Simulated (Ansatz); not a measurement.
# InNH3Cl (SMILES [NH2][InH][Cl]): PBE/def2-SVPD (core potential)

Aim: the electronic atomisation energy of InNH3Cl at PBE/def2-SVPD (core potential), from 5 runs. 

Program for the calculation: Ansatz 0.2.0.

22 further runs of the same task are left out: 22 set aside as unsound or not needed.

### 1 The structure to begin with

InNH3Cl has 6 atoms, charge 0, and is taken as a singlet. As SMILES, `[NH2][InH][Cl]`. The shape is that of a PBE0-D4/def2-TZVP optimisation.

Bond lengths: N1–In2 1.995 Å, In2–Cl3 2.339 Å, N1–H4 1.007 Å, N1–H5 1.008 Å, In2–H6 1.693 Å. Angles: N1–In2–Cl3 109.2°, N1–In2–H6 131.5°, Cl3–In2–H6 119.1°, In2–N1–H4 121.6°, In2–N1–H5 118.5°, H4–N1–H5 111.0°.

### 2 The energy at PBE/def2-SVPD (core potential)

job.yaml reads:

```yaml
basis:
  gaussian:
    orbitals: def2-SVPD
crystal:
  periodic: [false, false, false]
  atoms:
    - {symbol: N, position_ang: [-1.020800, 0.188100, -0.504100]}
    - {symbol: In, position_ang: [0.792100, 0.148600, 0.327900]}
    - {symbol: Cl, position_ang: [0.990800, -1.771000, 1.649200]}
    - {symbol: H, position_ang: [-1.219400, 0.761400, -1.308200]}
    - {symbol: H, position_ang: [-1.558200, -0.664500, -0.526800]}
    - {symbol: H, position_ang: [2.057500, 1.273400, 0.315800]}
hamiltonian:
  xc: {name: PBE}
accuracy: high
output: {orbitals: {seedname: orbitals}}
```

Started as:

```console
$ ansatz run job.yaml --threads 1 --pin off --max-ram 3480MiB --events-out events.jsonl --progress --plain --runs-dir runs
```

What it wrote:

```text
Warning: RAYON_NUM_THREADS=1 ignored (pool sized by the plan → 1); use --threads N
Functional definition: PBE
  name "PBE"
  parameter kappa = 0.804
  parameter beta = 0.06672455060314922
  exchange = pbe_x(kappa = kappa, mu = beta*pi^2/3)
  correlation = pbe_c(beta = beta)
2197 factors; integrals over basis functions are off by at most 3.8e-9 eV
mean field evaluation 1: about -19214.6835 eV, gradient 6.8e1 eV
mean field evaluation 2: about -19147.4621 eV, gradient 1.4e2 eV
mean field evaluation 4: about -19224.2451 eV, gradient 1.5e1 eV
mean field evaluation 8: about -19224.8618 eV, gradient 3.2e-1 eV
mean field evaluation 16: about -19224.8621 eV, gradient 1.8e-5 eV
mean field -19224.86208174 eV, -706.5006504242 hartree, gradient 4.1e-8 eV, S^2 0.000000; 0 other end points of the search recorded, 0 dependent functions left out
reference -19224.86208600 eV, -706.5006505811 hartree; 24, 24 occupied and 79, 79 virtual orbitals, 2197 factors
Total energy: -19224.86208600 eV, -706.5006505811 hartree
```

It took 9.3 s on 1 thread of Intel Xeon Platinum 8259CL at 2.50GHz (Skylake/Cascade Lake), shared host; peak memory 0.3 GiB.

### 3 The Cl atom

molecule.yaml reads:

```yaml
crystal:
  periodic: [false, false, false]
  atoms:
    - {symbol: Cl, position_ang: [0.000000, 0.000000, 0.000000]}
basis:
  gaussian: {orbitals: def2-SVPD}
magnetization: {spin_polarized: true, initial_magnetization: 1}
hamiltonian: {xc: pbe}
accuracy: high
```

Started as:

```console
$ ansatz run molecule.yaml --threads 1 --pin off --max-ram 3480MiB --events-out events.jsonl --progress --plain --runs-dir runs
```

What it wrote:

```text
Warning: RAYON_NUM_THREADS=1 ignored (pool sized by the plan → 1); use --threads N
Functional definition: PBE
  name "PBE"
  parameter kappa = 0.804
  parameter beta = 0.06672455060314922
  exchange = pbe_x(kappa = kappa, mu = beta*pi^2/3)
  correlation = pbe_c(beta = beta)
222 factors; integrals over basis functions are off by at most 2.5e-9 eV
mean field evaluation 1: about -12511.8953 eV, gradient 3.6e0 eV
mean field evaluation 2: about -12511.9538 eV, gradient 2.3e0 eV
mean field evaluation 4: about -12511.9802 eV, gradient 1.5e-2 eV
mean field evaluation 8: about -12511.9803 eV, gradient 1.6e-4 eV
mean field evaluation 16: about -12511.9803 eV, gradient 1.0e-8 eV
mean field evaluation 32: about -12511.9803 eV, gradient 5.6e-4 eV
mean field -12511.98026746 eV, -459.8067939042 hartree, gradient 2.3e-8 eV, S^2 0.751966; 2 other end points of the search recorded, 0 dependent functions left out
reference -12511.98026985 eV, -459.8067939920 hartree; 9, 8 occupied and 18, 19 virtual orbitals, 222 factors
Total energy: -12511.98026985 eV, -459.8067939920 hartree
```

It took 1.4 s on 1 thread of Intel Xeon Platinum 8259CL at 2.50GHz (Skylake/Cascade Lake), shared host; peak memory 0.1 GiB.

### 4 The H atom

molecule.yaml reads:

```yaml
crystal:
  periodic: [false, false, false]
  atoms:
    - {symbol: H, position_ang: [0.000000, 0.000000, 0.000000]}
basis:
  gaussian:
    orbitals: def2-SVPD
magnetization:
  spin_polarized: true
  initial_magnetization: 1
hamiltonian:
  xc: {name: PBE}
accuracy: high
```

Run the same way, it converges to -0.49863 Eh (log not shown).

### 5 The In atom at the same level

input.yaml reads:

```yaml
basis:
  gaussian: {orbitals: def2-SVPD}
crystal:
  periodic: [false, false, false]
  atoms:
    - {symbol: In, position_ang: [0.000000, 0.000000, 0.000000]}
magnetization: {spin_polarized: true, initial_magnetization: 1}
accuracy: high
hamiltonian: {xc: {name: PBE}}
```

Run the same way, it converges to -190.11214 Eh (log not shown).

### 6 The N atom

input.yaml reads:

```yaml
crystal:
  periodic: [false, false, false]
  atoms:
    - {symbol: "N", position_ang: [0.000000, 0.000000, 0.000000]}
basis:
  gaussian:
    orbitals: def2-SVPD
total_charge: 0
hamiltonian:
  xc: pbe
accuracy: high
magnetization:
  spin_polarized: true
  initial_magnetization: 3
```

Run the same way, it converges to -54.46775 Eh (log not shown).

### 7 Results

Level: PBE/def2-SVPD (core potential).

| quantity | value |
| --- | --- |
| molecule: total energy | -706.50065 Eh |
| molecule: HOMO energy | -6.28 eV |
| molecule: LUMO energy | -2.04 eV |
| molecule: HOMO–LUMO gap | 4.24 eV |
| Cl atom: total energy | -459.80679 Eh |
| Cl atom: ⟨S²⟩ | 0.752 |
| H atom: total energy | -0.49863 Eh |
| H atom: ⟨S²⟩ | 0.750 |
| In atom: total energy | -190.11214 Eh |
| In atom: ⟨S²⟩ | 0.752 |
| N atom: total energy | -54.46775 Eh |
| N atom: ⟨S²⟩ | 3.753 |
| electronic atomisation energy | 16.819 eV |

What this shows: Taking the molecule apart into free atoms costs 16.82 eV (388 kcal/mol), before zero-point energy and without spin-orbit coupling.
